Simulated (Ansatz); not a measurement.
# FeAs: strong compression

One table from this session's results is given with a row withheld; the runs are named, their logs left out.

Program: Ansatz 0.2.0. Level of theory: DFT, r2SCAN, PAW with Ansatz's default frozen-core files, scalar-relativistic. These are calculated values, not measurements.

2 further runs of the same task are left out: 2 that didn't finish.

### Starting point

The structure is cubic, space group Fm-3m (No. 225). Conventional cell: a = 4.779 Å, b = 4.779 Å, c = 4.779 Å, α = 90.00°, β = 90.00°, γ = 90.00°. Around Fe (site symmetry m-3m) lie 6 As at 2.39 Å. As (site symmetry m-3m) has 6 Fe at 2.39 Å as nearest neighbours.

Coordinates:

```
Fe As
1.0
     0.00000    2.38954    2.38954
     2.38954    0.00000    2.38954
     2.38954    2.38954    0.00000
Fe As
1 1
Direct
  0.00000 0.00000 0.00000
  0.50000 0.50000 0.50000
```

Whether this phase is the stable one at these pressures isn't tested.

Atoms are numbered in the order of the input: Fe1, As2.

Set-up of the first run:

Input file input.yaml:

```yaml
crystal:
  lattice:
    - [0.0, 2.3895364354, 2.3895364354]
    - [2.3895364354, 0.0, 2.3895364354]
    - [2.3895364354, 2.3895364354, 0.0]
  atoms:
    - { symbol: Fe, position: [0.0, 0.0, 0.0], spin: 2.5 }
    - { symbol: As, position: [0.5, 0.5, 0.5] }
magnetization:
  spin_polarized: true
kpoints:
  mp_grid: { grid: [15, 15, 15] }
scf:
  occupations: { method: fermi_dirac, width: 0.05 }
hamiltonian:
  xc: r2scan
  pseudopotentials: { kind: paw }
output:
  forces: true
  stress: true
relax:
  f_tol: 0.005
  max_steps: 40
  cell: {}
```

Launch:

```sh
$ ansatz run input.yaml --threads 1 --pin off --max-ram 3072MiB --backend cpu --events-out ev --progress --plain --runs-dir out
```

Among the steps run: Cell relaxed at zero pressure, PAW; More of the same log: cell relaxed at zero pressure; Volume scaled by 1, PAW; Volume scaled by 0.95, PAW; Volume scaled by 0.85, PAW; Volume scaled by 0.75, PAW.

One of the session's tables, all rows but one given; the rest of the session is left out.

| method | volume over the first | volume (Å³/atom) | pressure (GPa) | moment Fe1 (μB) |
| --- | --- | --- | --- | --- |
| PAW | 1 | ? | ? | ? |
| PAW | 0.95 | 15.327 | 5.20 | 2.85 |
| PAW | 0.85 | 13.713 | 20.15 | 2.51 |
| PAW | 0.75 | 12.100 | 41.17 | 1.63 |

**Question.** Estimate the row for PAW, 1.

**Answer.** volume (Å³/atom): 16.133; pressure (GPa): 0.17; moment Fe1 (μB): 2.98. In the column «volume (Å³/atom)» it is the highest.

Caveats from the session: Warnings in the runs' records: stability check not made, minimisation memory short, look outside group.
